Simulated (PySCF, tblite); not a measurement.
**C₅H₅F₂O radical: geometry, infrared bands and EPR parameters**

Aim: predict the infrared bands and EPR parameters of C₅H₅F₂O radical (`FC(F)C1=C[CH]CO1`).

The runs use tblite 0.8.0 and PySCF 2.14.0, with density-fitted response routines of our own; the level of theory stands in each step. All values are computed, except where a source is named. Atoms are numbered from 0 throughout.

## Step 1: The starting structure

13 atoms, charge 0, multiplicity 2; geometry from: force field or distance geometry start.

Bonds of the start (Å): F0–C1 1.37, C1–F2 1.38, C1–C3 1.49, C3–C4 1.33, C4–C5 1.43, C5–C6 1.49, C6–O7 1.46, O7–C3 1.40, C1–H8 1.09, C4–H9 1.08, C5–H10 1.07, C6–H11 1.09, C6–H12 1.11.

## Step 2: Geometry optimisation with GFN2-xTB

Job settings and geometry (Å):

```
{"job": {"kind": "relax", "xc": "GFN2-xTB", "basis": "xTB"}, "charge": 0, "multiplicity": 2}
F      2.745400    -0.632200    -0.261900
C      1.942700     0.150800     0.523900
F      2.146300    -0.305900     1.807200
C      0.508700     0.065500     0.129500
C     -0.030600    -0.737100    -0.779500
C     -1.429700    -0.470000    -0.825600
C     -1.680400     0.580900     0.197800
O     -0.392300     0.917300     0.785600
H      2.317600     1.172000     0.472600
H      0.486100    -1.460000    -1.391900
H     -2.159000    -0.969500    -1.437000
H     -2.114400     1.476500    -0.243000
H     -2.344800     0.212200     1.004700
```

Run with:

```console
$ OMP_NUM_THREADS=1 python probes_run.py task.json out
```

This one command runs all jobs of the session in turn.

**Question.** This job is followed by: GFN2-xTB harmonic vibrations, gas phase; UKS B3LYP, pcH-1 on C F H O, non-relativistic, mean-field spin-orbit, GIAO. What will the session give for the following? strongest single infrared mode (GFN2-xTB); zero-point energy (GFN2-xTB); g(iso) (B3LYP); ⟨S²⟩; largest a(iso) (averaged by class); potential on the surface of density 0.002 e/bohr³, 1st and 99th percentile.

**Answer**, as computed:

| quantity | value |
| --- | --- |
| strongest single infrared mode (GFN2-xTB) | 957 cm⁻¹, 212 km/mol |
| zero-point energy (GFN2-xTB) | 55.7 kcal/mol |
| g(iso) (B3LYP) | 2.00310 |
| ⟨S²⟩ | 0.771 (exact 0.75) |
| largest a(iso) (averaged by class) | 19F on F0, F2, 126.3 MHz |
| potential on the surface of density 0.002 e/bohr³, 1st and 99th percentile | -0.95 V and 1.20 V |

In words: Relaxing lowered the energy by 0.261 eV in 65 steps; the close pair that moved most is C3–C4, from 1.327 to 1.389 Å. All 33 modes are real, so the xTB geometry is a minimum. The strongest single mode, at 957 cm⁻¹, moves mainly C1. Unscaled tight-binding wavenumbers are off by several per cent, some by more. Its intensities can rank the bands wrongly. The largest spin populations lie on C5 (0.53 e), C3 (0.52 e). The isotropic g lies 0.8 ppt above the free-electron value.
